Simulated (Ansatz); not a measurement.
**CH7BGeSe: up Jacob's ladder to CCSD(T)**

Aim: compute CH7BGeSe with functionals from several rungs and with coupled cluster, and see how far each lands from CCSD(T) at the basis-set limit for the atomisation energy.

Method: functionals in def2-TZVPP, the program's frozen cores in correlated methods; program: Ansatz 0.2.0, Gaussian basis.

Levels to be run: PBE-D4, r2SCAN-D4, PBE0-D4, B3LYP-D4, ωB97X-V, ωB97M-V, B2PLYP; CCSD(T)/def2-TZVPP; MP2/def2-QZVPP; extrapolation to the limit.

**1. The geometry**

The geometry comes from an earlier relaxation with PBE0-D4 in a triple-zeta def2 set; it is a stationary point, not always the lowest conformer.

11 atoms, charge 0, spin multiplicity 1.

Atoms are counted from 1 here; the program's logs count them from 0.

Bond lengths: B1–Ge2 2.021 Å, B1–Se4 2.171 Å, B1–H5 1.195 Å, B1–H6 1.194 Å, Ge2–C3 1.953 Å, Ge2–Se4 2.518 Å, Ge2–H7 1.543 Å, C3–H8 1.090 Å, C3–H9 1.092 Å, C3–H10 1.090 Å, Se4–H11 1.469 Å. Angles: Ge2–B1–Se4 73.7°, Ge2–B1–H5 115.4°, Ge2–B1–H6 117.9°, Se4–B1–H5 106.0°, Se4–B1–H6 110.2°, H5–B1–H6 121.5°, B1–Ge2–C3 126.4°, B1–Ge2–Se4 55.9°, B1–Ge2–H7 123.2°, C3–Ge2–Se4 107.2°, C3–Ge2–H7 109.7°, Se4–Ge2–H7 102.7°, Ge2–C3–H8 111.3°, Ge2–C3–H9 108.7°, Ge2–C3–H10 110.1°, H8–C3–H9 108.5°, H8–C3–H10 109.8°, H9–C3–H10 108.5° and more.

**2. PBE-D4 (GGA)**

The input, in.yaml:

```yaml
crystal:
  periodic: [false, false, false]
  atoms:
    - {symbol: B, position_ang: [-0.839516, 1.577569, -0.468463]}
    - {symbol: Ge, position_ang: [0.683445, 0.249370, -0.430835]}
    - {symbol: C, position_ang: [1.057503, -1.047340, 0.980850]}
    - {symbol: Se, position_ang: [-1.615384, -0.261339, -1.323664]}
    - {symbol: H, position_ang: [-0.807902, 2.368951, -1.363512]}
    - {symbol: H, position_ang: [-1.395306, 1.820237, 0.559850]}
    - {symbol: H, position_ang: [1.590416, -0.029721, -1.647673]}
    - {symbol: H, position_ang: [1.097361, -2.062103, 0.585802]}
    - {symbol: H, position_ang: [2.026764, -0.810100, 1.425531]}
    - {symbol: H, position_ang: [0.295917, -0.984008, 1.758214]}
    - {symbol: H, position_ang: [-2.027997, -0.878515, -0.055500]}
basis:
  gaussian: {orbitals: def2-TZVPP}
hamiltonian: {xc: pbe, dispersion: d4}
output: {forces: true, orbitals: {seedname: orbitals}}
```

Launch:

```sh
$ ansatz run in.yaml --threads 4 --pin off --events-out ev --progress --plain --max-ram 10444MiB
```

After this run come: r2SCAN-D4 (meta-GGA); PBE0-D4 (hybrid); B3LYP-D4 (hybrid); ωB97X-V (range-separated); ωB97M-V (range-separated); B2PLYP (double hybrid); CCSD(T) in def2-TZVPP; MP2 in def2-QZVPP.

Q: Predict the results of all the runs planned. Wanted: atomisation energy, CCSD(T)/CBS; farthest; mean size of error, hybrid; mean size of error, range-separated; gap, smallest and largest; T1 diagnostic; triples share of the correlation energy.

The runs gave:

| quantity | value |
| --- | --- |
| atomisation energy, CCSD(T)/CBS | 3526.4 kJ/mol |
| functionals within 35.3 kJ/mol (1.0 %) | PBE-D4, r2SCAN-D4, PBE0-D4, B3LYP-D4, ωB97X-V, ωB97M-V |
| farthest | B2PLYP (-55.6 kJ/mol) |
| mean size of error, hybrid | 8.7 kJ/mol |
| mean size of error, range-separated | 10.4 kJ/mol |
| gap, smallest and largest | 4.25 eV (PBE-D4), 10.11 eV (ωB97X-V) |
| T1 diagnostic | 0.0107 |
| triples share of the correlation energy | 3.9 % |

**Reading.** PBE-D4 misses by +33.5 kJ/mol. Double hybrids carry the basis error of their MP2 part in triple zeta, and no dispersion term here, so their miss is partly the set-up's. The reference freezes the cores and leaves out relativity and excitations past (T), and its outer-core shells are covered unevenly, so misses under about 35.3 kJ/mol can't be ranked. All levels share the lack of spin-orbit coupling, which lowers the free heavy atoms and so the true binding. Hartree-Fock recovers 73 % of the binding; the rest is correlation. The gap grows from 4.3 to 10.1 eV across the functionals, mostly with the share of exact exchange. Correlated methods include outer-core shells of Ge, Se, which these sets cover unevenly.
